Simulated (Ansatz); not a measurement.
**C₆H₅ClF₂Hf: one species, many methods**

The task here is to estimate one member of a computed series from the others.

Computed with Ansatz 0.2.0, Gaussian basis. Level: functionals in def2-TZVPP, the program's frozen cores in correlated methods.

Levels to be run: LDA (SPW92), PBE-D4, revPBE-D4, BLYP-D4, r2SCAN-D4, B97M-V, PBE0-D4, B3LYP-D4, r2SCANh-D4, r2SCAN0-D4, HSE06-D4, BHLYP-D4, CAM-B3LYP-D4, LC-ωPBE, ωB97X-V, ωB97M-V, B2PLYP, PBE-QIDH; CCSD(T)/def2-SVP; CCSD(T)/def2-TZVPP; MP2/def2-QZVPP; extrapolation to the limit; RPA on PBE.

1 further run of the same task is left out (it didn't finish).

## The relaxed structure

An earlier PBE0-D4 in a triple-zeta def2 set relaxation fixed the geometry. Hf takes the def2 core potential; no spin-orbit term is included.

SMILES `[F][Hf]([F])([Cl])[c]1ccccc1`, 15 atoms, charge 0, spin multiplicity 1.

Atoms are counted from 1 here; the program's logs count them from 0.

Bond lengths: F1–Hf2 1.895 Å, Hf2–F3 1.895 Å, Hf2–Cl4 2.349 Å, Hf2–C5 2.190 Å, C5–C6 1.401 Å, C5–C10 1.401 Å, C6–C7 1.387 Å, C6–H11 1.086 Å, C7–C8 1.387 Å, C7–H12 1.084 Å, C8–C9 1.387 Å, C8–H13 1.084 Å, C9–C10 1.386 Å, C9–H14 1.084 Å, C10–H15 1.088 Å. Angles: F1–Hf2–F3 109.5°, F1–Hf2–Cl4 113.3°, F1–Hf2–C5 106.1°, F3–Hf2–Cl4 113.3°, F3–Hf2–C5 106.1°, Cl4–Hf2–C5 108.0°, Hf2–C5–C6 123.5°, Hf2–C5–C10 118.9°, C6–C5–C10 117.7°, C5–C6–C7 121.2°, C5–C6–H11 120.2°, C7–C6–H11 118.6°, C6–C7–C8 120.0°, C6–C7–H12 120.0°, C8–C7–H12 120.0°, C7–C8–C9 120.0°, C7–C8–H13 120.0°, C9–C8–H13 120.0° and more.

Set-up of the first run:

in.yaml reads:

```yaml
crystal:
  periodic: [false, false, false]
  atoms:
    - {symbol: F, position_ang: [-3.116985, -1.520511, 1.261948]}
    - {symbol: Hf, position_ang: [-2.569312, -0.717932, -0.365218]}
    - {symbol: F, position_ang: [-2.550243, -2.022693, -1.739577]}
    - {symbol: Cl, position_ang: [-3.809699, 1.197663, -0.921206]}
    - {symbol: C, position_ang: [-0.485394, -0.111702, -0.072493]}
    - {symbol: C, position_ang: [-0.034909, 1.206241, -0.226397]}
    - {symbol: C, position_ang: [1.297592, 1.537018, -0.030297]}
    - {symbol: C, position_ang: [2.210419, 0.554465, 0.324394]}
    - {symbol: C, position_ang: [1.791183, -0.758544, 0.483458]}
    - {symbol: C, position_ang: [0.458020, -1.083743, 0.286328]}
    - {symbol: H, position_ang: [-0.730590, 1.992829, -0.503600]}
    - {symbol: H, position_ang: [1.625436, 2.563128, -0.154181]}
    - {symbol: H, position_ang: [3.252296, 0.812530, 0.477616]}
    - {symbol: H, position_ang: [2.503618, -1.527294, 0.760937]}
    - {symbol: H, position_ang: [0.158578, -2.121475, 0.418278]}
basis:
  gaussian: {orbitals: def2-TZVPP}
hamiltonian: {xc: lda}
output: {orbitals: {seedname: orbitals}}
```

Among the steps run: LDA; PBE-D4 (GGA); revPBE-D4 (GGA); BLYP-D4 (GGA); r2SCAN-D4 (meta-GGA); B97M-V (meta-GGA); PBE0-D4 (hybrid); B3LYP-D4 (hybrid); r2SCANh-D4 (hybrid); r2SCAN0-D4 (hybrid); HSE06-D4 (hybrid); BHLYP-D4 (hybrid); CAM-B3LYP-D4 (range-separated); LC-ωPBE (range-separated); ωB97X-V (range-separated); ωB97M-V (range-separated); B2PLYP (double hybrid); PBE-QIDH (double hybrid).

One of the session's tables, all rows but one given; the rest of the session is left out.

It belongs to the step «Orbital energies across the functionals». 

| functional | HOMO (eV) | LUMO (eV) | gap (eV) |
| --- | --- | --- | --- |
| LDA (SPW92) | -6.93 | -2.75 | 4.19 |
| PBE-D4 | ? | ? | ? |
| revPBE-D4 | -6.61 | -2.35 | 4.26 |
| BLYP-D4 | -6.49 | -2.31 | 4.18 |
| r2SCAN-D4 | -6.88 | -2.32 | 4.56 |
| B97M-V | -6.81 | -2.26 | 4.55 |
| PBE0-D4 | -7.68 | -1.65 | 6.03 |
| B3LYP-D4 | -7.45 | -1.84 | 5.61 |
| r2SCANh-D4 | -7.25 | -2.02 | 5.23 |
| r2SCAN0-D4 | -7.81 | -1.57 | 6.24 |
| HSE06-D4 | -7.29 | -2.02 | 5.26 |
| BHLYP-D4 | -8.45 | -0.69 | 7.76 |
| CAM-B3LYP-D4 | -8.87 | -0.58 | 8.29 |
| LC-ωPBE | -10.16 | 0.49 | 10.65 |
| ωB97X-V | -9.81 | 0.44 | 10.26 |
| ωB97M-V | -9.74 | 0.37 | 10.11 |

Estimate the missing values for PBE-D4.

The run gave: HOMO (eV): -6.69; LUMO (eV): -2.46; gap (eV): 4.23. In the column «HOMO (eV)» it lies between B97M-V (-6.81) and revPBE-D4 (-6.61).
